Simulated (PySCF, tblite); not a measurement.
**C₂H₂BF₃ (triplet): geometry, infrared bands and EPR parameters**

What infrared bands and EPR parameters should C₂H₂BF₃ (triplet) (`B[C]C(F)(F)F`) show?

The runs use tblite 0.8.0 and PySCF 2.14.0, with density-fitted response routines of our own; the level of theory stands in each step. All values are computed, except where a source is named. Atoms count from 0, in the outputs and in this text.

## Step 1: The molecule as given

8 atoms, charge 0, multiplicity 3; geometry from: force field or distance geometry start.

Bonds of the start (Å): B0–C1 1.58, C1–C2 1.52, C2–F3 1.39, C2–F4 1.37, C2–F5 1.39, B0–H6 1.18, B0–H7 1.19.

## Step 2: Optimising the geometry with GFN2-xTB

Job settings and geometry (Å):

```
{"job": {"kind": "relax", "xc": "GFN2-xTB", "basis": "xTB"}, "charge": 0, "multiplicity": 3}
B     -1.427900    -0.351000     0.189700
C      0.020800    -0.525100     0.789000
C      1.100100     0.193600    -0.010800
F      1.133500    -0.293400    -1.313100
F      2.319400    -0.003100     0.590600
F      0.819600     1.554100    -0.053000
H     -1.679200    -0.731700    -0.902600
H     -2.277300     0.166100     0.841100
```

Command:

```console
OMP_NUM_THREADS=1 python probes_run.py task.json out
```

The driver reads the jobs from task.json and runs them one after another.

**Question.** This job is followed by: GFN2-xTB harmonic vibrations, gas phase; UKS B3LYP, pcH-1 on B C F H, non-relativistic, mean-field spin-orbit, GIAO. Predict these results of the whole session: strongest single infrared mode (GFN2-xTB); zero-point energy (GFN2-xTB); D, E (B3LYP); g(iso) (B3LYP); ⟨S²⟩; largest a(iso) (averaged by class); potential on the surface of density 0.002 e/bohr³, 1st and 99th percentile.

As calculated:

| quantity | value |
| --- | --- |
| strongest single infrared mode (GFN2-xTB) | 921 cm⁻¹, 323 km/mol |
| zero-point energy (GFN2-xTB) | 21.9 kcal/mol |
| D, E (B3LYP) | 0.605, 0.016 cm⁻¹ |
| g(iso) (B3LYP) | 2.00227 |
| ⟨S²⟩ | 2.006 (exact 2.00) |
| largest a(iso) (averaged by class) | 13C on C1, 108.2 MHz |
| potential on the surface of density 0.002 e/bohr³, 1st and 99th percentile | -0.50 V and 1.70 V |

**Reading.** Relaxing lowered the energy by 0.759 eV in 44 steps; the close pair that moved most is B0–C1, from 1.577 to 1.463 Å. All 18 modes are real, so the xTB geometry is a minimum. The strongest single mode, at 921 cm⁻¹, moves mainly C2. GFN2-xTB is a fitted tight-binding method: band positions and strengths are rough. Its intensities can rank the bands wrongly. Most of the unpaired spin sits on C1 (1.73 e). The isotropic g lies 0.1 ppt below the free-electron value. The triplet studied here may not be the ground state; the singlet was not compared. The conformer search found further structures of the same energy, which may be mirror or relabelled copies of this one.
